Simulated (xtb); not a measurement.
**TiBrF3 (SMILES [F][Ti]([F])([F])[Br]): GFN1-xTB**

Wanted: a geometry optimisation of TiBrF3. 

The results are computed with xtb 6.7.1.

2 further runs of the same task are left out: 2 set aside as unsound or not needed.

## Step 1: The structure to begin with

TiBrF3: 5 atoms, total charge 0, spin state singlet. As SMILES, `[F][Ti]([F])([F])[Br]`. All atoms were displaced at random from a relaxed shape. The run starts from this shape.

Bond lengths: Ti1–Br2 2.310 Å, Ti1–F3 1.745 Å, Ti1–F4 1.686 Å, Ti1–F5 1.723 Å. Angles: Br2–Ti1–F3 105.8°, Br2–Ti1–F4 104.3°, Br2–Ti1–F5 102.9°, F3–Ti1–F4 115.7°, F3–Ti1–F5 114.3°, F4–Ti1–F5 112.3°.

## Step 2: A geometry optimisation at GFN1-xTB

File xcontrol:

```
$opt
   hessian=lindh-d2
$end
```

File mol.xyz:

```xyz
5
start
Ti    -0.013830     0.034270    -0.190540
Br     0.048080    -0.024160     2.118120
F      1.650950     0.006360    -0.712180
F     -0.867840     1.443250    -0.548910
F     -0.903800    -1.387190    -0.587160
```

Command:

```bash
xtb --opt normal -I xcontrol --chrg 0 -u 0 --gfn 1 -- mol.xyz | tee mol.out
```

**Question.** What will come out? Wanted: total energy at the end; dipole moment; HOMO energy; LUMO energy; HOMO–LUMO gap; dispersion energy.

**Answer.** As computed:

Level: GFN1-xTB.

| quantity | value |
| --- | --- |
| total energy at the end | -20.78113 Eh |
| dipole moment | 0.07 D |
| HOMO energy | -13.65 eV |
| LUMO energy | -10.41 eV |
| HOMO–LUMO gap | 3.25 eV |
| dispersion energy | -3.76 kJ/mol |

**Reading.** At the final geometry: Bond lengths: Ti1–Br2 2.351 Å, Ti1–F3 1.666 Å, Ti1–F4 1.667 Å, Ti1–F5 1.667 Å. Angles: Br2–Ti1–F3 109.2°, Br2–Ti1–F4 109.0°, Br2–Ti1–F5 108.9°, F3–Ti1–F4 110.3°, F3–Ti1–F5 109.8°, F4–Ti1–F5 109.5°. The optimisation took 6 steps and changed the energy by -0.148 eV.
